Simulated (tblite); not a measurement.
# C4H11GeNS: the cost of one run

Programs: tblite 0.8.0 and PySCF 2.14.0, with density-fitted response routines of our own. Each step states its level of theory. These are calculated values for one molecule in the gas phase, unless marked as measured. Atoms are numbered from 0 throughout.

## (1) The starting structure

18 atoms, charge 0, multiplicity 1; geometry from: force field or distance geometry start.

Bonds of the start (Å): S0–Ge1 2.22, Ge1–C2 1.93, C2–N3 1.43, N3–C4 1.45, C4–C5 1.52, C5–C6 1.51, C6–C4 1.52, S0–H7 1.43, Ge1–H8 1.54, Ge1–H9 1.57, C2–H10 1.09, C2–H11 1.12, N3–H12 1.02, C4–H13 1.10, C5–H14 1.10, C5–H15 1.12, C6–H16 1.11, C6–H17 1.10.

## (2) Optimising the geometry with GFN2-xTB

What the job is given:

```
{"job": {"kind": "relax", "xc": "GFN2-xTB", "basis": "xTB"}, "charge": 0, "multiplicity": 1}
S      2.997700     1.182900    -1.478400
Ge     2.013100     0.112700     0.195400
C      0.974800    -1.359200    -0.495800
N     -0.321200    -1.001800    -0.989600
C     -1.219800    -0.417900    -0.015200
C     -2.575700    -0.077400    -0.622300
C     -1.627000     1.030000    -0.247300
H      3.594800     2.403800    -1.030700
H      1.183100     1.060500     1.080000
H      3.148200    -0.427900     1.137700
H      0.914200    -2.143700     0.265000
H      1.550200    -1.715200    -1.394500
H     -0.373900    -0.561300    -1.908800
H     -1.169800    -0.689900     1.052100
H     -2.691100    -0.254800    -1.703700
H     -3.422000    -0.316700     0.069600
H     -1.038200     1.527700    -1.049300
H     -1.946300     1.654500     0.594800
```

Command:

```bash
OMP_NUM_THREADS=1 python probes_run.py task.json out
```

One launch serves the whole session: the jobs run in the order shown.

Q: Estimate the wall time and peak memory of this first job on 1 thread of Arm Neoverse N1, shared host.

About 1.5 s, with a peak of 0.18 GiB.
